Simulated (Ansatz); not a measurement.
# BH9OSi3: up Jacob's ladder to CCSD(T)

One table from this session's results is given with a row withheld; the runs are named, their logs left out.

Method: functionals in def2-TZVPP, the program's frozen cores in correlated methods; program: Ansatz 0.2.0, Gaussian basis.

The runs, in order: PBE-D4, r2SCAN-D4, PBE0-D4, B3LYP-D4, ωB97X-V, ωB97M-V, B2PLYP; CCSD(T)/def2-TZVPP; MP2/def2-QZVPP; extrapolation to the limit.

## The geometry

The geometry comes from an earlier relaxation with PBE0-D4 in a triple-zeta def2 set; it is a stationary point, not always the lowest conformer.

SMILES `B[SiH]([SiH3])O[SiH3]`, 14 atoms, charge 0, spin multiplicity 1.

Atoms are counted from 1 here; the program's logs count them from 0.

Bond lengths: B1–Si2 1.986 Å, B1–H6 1.195 Å, B1–H7 1.197 Å, Si2–Si3 2.362 Å, Si2–O4 1.647 Å, Si2–H8 1.495 Å, Si3–H9 1.488 Å, Si3–H10 1.488 Å, Si3–H11 1.489 Å, O4–Si5 1.635 Å, Si5–H12 1.483 Å, Si5–H13 1.488 Å, Si5–H14 1.487 Å. Angles: Si2–B1–H6 123.7°, Si2–B1–H7 118.1°, H6–B1–H7 118.0°, B1–Si2–Si3 105.6°, B1–Si2–O4 114.2°, B1–Si2–H8 110.9°, Si3–Si2–O4 110.7°, Si3–Si2–H8 106.0°, O4–Si2–H8 109.1°, Si2–Si3–H9 109.4°, Si2–Si3–H10 111.5°, Si2–Si3–H11 110.1°, H9–Si3–H10 108.7°, H9–Si3–H11 108.9°, H10–Si3–H11 108.3°, Si2–O4–Si5 143.5°, O4–Si5–H12 108.2°, O4–Si5–H13 110.1° and more.

Geometry (Å):

```
B    -1.8366    1.6987    0.5499
Si   -0.5482    0.1894    0.6333
Si    1.5943    1.1765    0.5050
O    -0.7436   -0.9322   -0.5570
Si   -0.0694   -2.2569   -1.2374
H    -2.5492    1.9115   -0.3854
H    -1.8436    2.4853    1.4525
H    -0.6092   -0.4917    1.9626
H     1.8107    2.0432    1.6949
H     1.7404    2.0061   -0.7220
H     2.6437    0.1201    0.4816
H    -0.9394   -2.6978   -2.3539
H     1.2854   -1.9318   -1.7587
H     0.0516   -3.3500   -0.2366
```

Set-up of the first run:

The input, in.yaml:

```yaml
crystal:
  periodic: [false, false, false]
  atoms:
    - {symbol: B, position_ang: [-1.836589, 1.698707, 0.549947]}
    - {symbol: Si, position_ang: [-0.548209, 0.189367, 0.633312]}
    - {symbol: Si, position_ang: [1.594303, 1.176486, 0.504996]}
    - {symbol: O, position_ang: [-0.743554, -0.932167, -0.557035]}
    - {symbol: Si, position_ang: [-0.069360, -2.256859, -1.237358]}
    - {symbol: H, position_ang: [-2.549191, 1.911525, -0.385399]}
    - {symbol: H, position_ang: [-1.843641, 2.485350, 1.452481]}
    - {symbol: H, position_ang: [-0.609157, -0.491699, 1.962623]}
    - {symbol: H, position_ang: [1.810679, 2.043239, 1.694907]}
    - {symbol: H, position_ang: [1.740421, 2.006062, -0.721985]}
    - {symbol: H, position_ang: [2.643684, 0.120111, 0.481622]}
    - {symbol: H, position_ang: [-0.939418, -2.697772, -2.353923]}
    - {symbol: H, position_ang: [1.285402, -1.931787, -1.758708]}
    - {symbol: H, position_ang: [0.051632, -3.349962, -0.236579]}
basis:
  gaussian: {orbitals: def2-TZVPP}
hamiltonian: {xc: pbe, dispersion: d4}
output: {forces: true, orbitals: {seedname: orbitals}}
```

On the command line:

```console
$ ansatz run in.yaml --threads 4 --pin off --events-out ev --progress --plain --max-ram 10444MiB
```

Steps of the session up to this table: PBE-D4 (GGA); r2SCAN-D4 (meta-GGA); PBE0-D4 (hybrid); B3LYP-D4 (hybrid); ωB97X-V (range-separated); ωB97M-V (range-separated); B2PLYP (double hybrid); CCSD(T) in def2-TZVPP; MP2 in def2-QZVPP.

One of the session's tables, all rows but one given; the rest of the session is left out.

| method | atomisation energy (eV) |
| --- | --- |
| PBE-D4 | 46.083 |
| r2SCAN-D4 | 46.553 |
| PBE0-D4 | 45.903 |
| B3LYP-D4 | 46.533 |
| ωB97X-V | ? |
| ωB97M-V | 46.531 |
| B2PLYP | 45.886 |
| HF/def2-TZVPP | 35.756 |
| MP2/def2-TZVPP | 45.357 |
| CCSD/def2-TZVPP | 44.931 |
| CCSD(T)/def2-TZVPP | 45.342 |
| MP2/CBS | 46.539 |
| CCSD(T)/CBS | 46.524 |

Estimate the missing values for ωB97X-V.

**Answer.** atomisation energy (eV): 46.871. In the column «atomisation energy (eV)» it is the highest.

Caveats from the session: Free atoms (1 B, 3 Si, 1 O, 9 H) were run apart at each level; the atomisation energy is their sum less the molecule, without zero-point or spin-orbit terms.
